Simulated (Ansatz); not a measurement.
**GaNH₃ (doublet): wave-function methods side by side, cc-pVTZ**

One table from this session's results is given with a row withheld; the runs are named, their logs left out.

Computed with Ansatz 0.2.0, Gaussian basis. Level: cc-pVTZ, core rule «outside noble gas», up to 15 orbitals frozen.

The runs, in order: UHF; CCSD(T) on ROHF; CCSD(T) on UHF; BCCD(T) on ROHF; CCSDT(Q) on ROHF; CCSDT(Q) on UHF.

8 further runs of the same task are left out: 4 for a known fault of the program, 4 set aside as unsound or not needed.

## What is computed

The geometry is a PBE0/def2-TZVP stationary point (not a proven minimum). No spin-orbit coupling is included. The filled d shell of Ga may be among the frozen orbitals whatever the setting's name suggests; the logs give the count.

5 atoms, charge 0, spin multiplicity 2.

Atoms are counted from 1 here; the program's logs count them from 0.

Bond lengths: N1–Ga2 1.826 Å, N1–H3 1.008 Å, N1–H4 1.006 Å, Ga2–H5 1.594 Å. Angles: Ga2–N1–H3 123.9°, Ga2–N1–H4 124.2°, H3–N1–H4 111.9°, N1–Ga2–H5 116.9°.

Set-up of the first run:

Input file in.yaml:

```yaml
crystal:
  periodic: [false, false, false]
  atoms:
    - {symbol: N, position_ang: [0.000000, -0.077978, 1.481722]}
    - {symbol: Ga, position_ang: [0.000000, 0.038326, -0.340129]}
    - {symbol: H, position_ang: [0.000000, -0.949104, 1.989085]}
    - {symbol: H, position_ang: [0.000000, 0.715757, 2.099370]}
    - {symbol: H, position_ang: [0.000000, -1.334192, -1.151029]}
basis:
  gaussian: {orbitals: cc-pVTZ}
magnetization: {spin_polarized: true, initial_magnetization: 1}
hamiltonian: {xc: hf}
output: {orbitals: {seedname: orbitals}}
```

Run with:

```
$ ansatz run in.yaml --threads 1 --pin off --events-out ev --progress --plain --max-ram 4096MiB --backend cpu
```

Steps of the session up to this table: UHF; CCSD(T) on ROHF; CCSD(T) on UHF; BCCD(T) on ROHF; CCSDT(Q) on ROHF; CCSDT(Q) on UHF.

One table of the session follows, with a row left open; its other results are not shown here.

```
   method  from UCCSDT(Q) (meV)
     ROHF               +8531.4
      UHF               +8486.3
     RMP2                +825.5
     UMP2                +809.4
    RCCSD                +336.9
    UCCSD                     ?
 RCCSD(T)                 +38.1
 UCCSD(T)                 +29.9
  BCCD(T)                 +36.6
   RCCSDT                 +24.6
   UCCSDT                 +16.5
RCCSDT(Q)                  +9.3
UCCSDT(Q)                     0
```

Q: Estimate the row for UCCSD from the others.

**Answer.** from UCCSDT(Q) (meV): +327.8. In the column «from UCCSDT(Q) (meV)» it lies between RCCSD(T) (+38.1) and RCCSD (+336.9).

With the free atoms at the same levels and basis (separate runs), the atomisation energy is 12.947 eV at UCCSDT(Q), 12.935 eV at RCCSD(T), 12.935 eV at UCCSD(T), 9.003 eV at ROHF.

Caveats from the session: Restricted and unrestricted rows rest on different reference determinants; where their highest levels disagree by more than a few hundredths of an eV, they describe different states and don't form one ladder.
